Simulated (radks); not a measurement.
# Cd²⁺ in [Ar] 3d10 4s1 4p6 4d10 5s1: an all-electron calculation

The task here is to estimate one member of a computed series from the others.

Program: radks (a radial shooting solver on a logarithmic mesh, Libxc functionals) version 1. Level of theory: Dirac Kohn-Sham, BLYP, spin-unpolarised, spherical densities, finite nucleus. These are calculated values, not measurements, unless marked.

**Starting point**

| Quantity | Value |
| --- | --- |
| element | cadmium (Z = 48) |
| charge | +2 |
| electrons | 46 |
| configuration | [Ar] 3d10 4s1 4p6 4d10 5s1 |
| nuclear rms radius | 4.6087 fm |

The outer shells:

Cd²⁺
```
[Ar] core
3d [↑↓][↑↓][↑↓][↑↓][↑↓]
4s [↑ ]
4p [↑↓][↑↓][↑↓]
4d [↑↓][↑↓][↑↓][↑↓][↑↓]
5s [↑ ]
```

Set-up of the first run:

The run's settings:

```text
Z 48
configuration [Ar] 3d10 4s1 4p6 4d10 5s1
relativity Dirac
functional b88,lyp
spin unpolarised
j_filling energy
nucleus finite rms 4.6087 fm
c 137.035999084
```

Started as:

```console
$ python run_ks.py task.json out
```

This one command runs every case of the session in turn.

Among the steps run: Self-consistent calculation.

One of the session's tables, all rows but one given; the rest of the session is left out.

It belongs to the step «Shells». Radial moments (bohr):

| level | <r> | outermost maximum (interpolated) | 90 % within | nodes |
| --- | --- | --- | --- | --- |
| 1s1/2 | 0.03040 | 0.0197 | 0.0546 | 0 |
| 2s1/2 | 0.1313 | 0.111 | 0.203 | 1 |
| 2p1/2 | 0.1112 | 0.0859 | 0.182 | 0 |
| 2p3/2 | 0.1164 | 0.0903 | 0.189 | 0 |
| 3s1/2 | 0.3581 | 0.324 | 0.528 | 2 |
| 3p1/2 | 0.3494 | 0.310 | 0.526 | 1 |
| 3p3/2 | 0.3604 | 0.320 | 0.542 | 1 |
| 3d3/2 | 0.3325 | 0.264 | 0.526 | 0 |
| 3d5/2 | 0.3361 | 0.267 | 0.531 | 0 |
| 4s1/2 | 0.8723 | 0.793 | 1.26 | 3 |
| 4p1/2 | 0.9279 | 0.824 | 1.37 | 2 |
| 4p3/2 | ? | ? | ? | ? |
| 4d3/2 | 1.191 | 0.956 | 1.86 | 1 |
| 4d5/2 | 1.205 | 0.966 | 1.88 | 1 |
| 5s1/2 | 2.385 | 2.09 | 3.47 | 4 |

Q: Estimate the row for 4p3/2 from the others.

The run gave: <r>: 0.9575; outermost maximum (interpolated): 0.849; 90 % within: 1.41; nodes: 2. In the column «<r>» it lies between 4p1/2 (0.9279) and 4d3/2 (1.191).
